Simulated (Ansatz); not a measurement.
Run this with the Python package of Ansatz (0.2.0) and show what comes out.

`ch7clsi2_deck.py`:
```python
import ansatz

deck = {
    'crystal': {
        'periodic': [False, False, False],
        'atoms': [
            {'symbol': 'Si', 'position_ang': [0.0566, 1.769, -0.0038]},
            {'symbol': 'Si', 'position_ang': [-0.755, -0.3547, -0.256]},
            {'symbol': 'C', 'position_ang': [0.5993, -1.4624, 0.2162]},
            {'symbol': 'Cl', 'position_ang': [0.1883, -3.1483, 0.0652]},
            {'symbol': 'H', 'position_ang': [-1.0428, 2.7893, -0.4039]},
            {'symbol': 'H', 'position_ang': [0.4168, 2.0672, 1.3932]},
            {'symbol': 'H', 'position_ang': [1.2246, 2.0316, -0.8779]},
            {'symbol': 'H', 'position_ang': [-1.9066, -0.5399, 0.6072]},
            {'symbol': 'H', 'position_ang': [-1.1577, -0.5621, -1.6282]},
            {'symbol': 'H', 'position_ang': [1.5145, -1.3309, -0.3822]},
            {'symbol': 'H', 'position_ang': [0.9275, -1.3157, 1.2908]},
        ],
    },
    'basis': {'gaussian': {'orbitals': 'cc-pVDZ'}},
    'hamiltonian': {'xc': 'hf'},
}
session = ansatz.Session.from_dict(deck)
r = session.plan(threads=1).execute().report

for key in ('converged', 'free_energy_ev', 'reference_energy_ev', 'n_frozen', 'n_occupied', 'n_virtual'):
    print(f'{key:22s} {r[key]}')
symbols = ['Si', 'Si', 'C', 'Cl', 'H', 'H', 'H', 'H', 'H', 'H', 'H']
```

```console
$ python ch7clsi2_deck.py
converged              True
free_energy_ev         -29368.97122750526
reference_energy_ev    -29368.97122750526
n_frozen               0
n_occupied             [29, 29]
n_virtual              [74, 74]
```

Caveats:
- Total energies depend on the basis set; only differences at equal settings carry meaning.
- The geometry is a force-field or estimated start, not a minimum of this method, and the basis set is short of its limit.
- Timing: 1.5 s on 1 thread of Intel(R) Xeon(R) 6975P-C (Granite Rapids) (shared host), peak memory 0.23 GiB.

(Lines on the test bed's own set-up are left out of the output.)
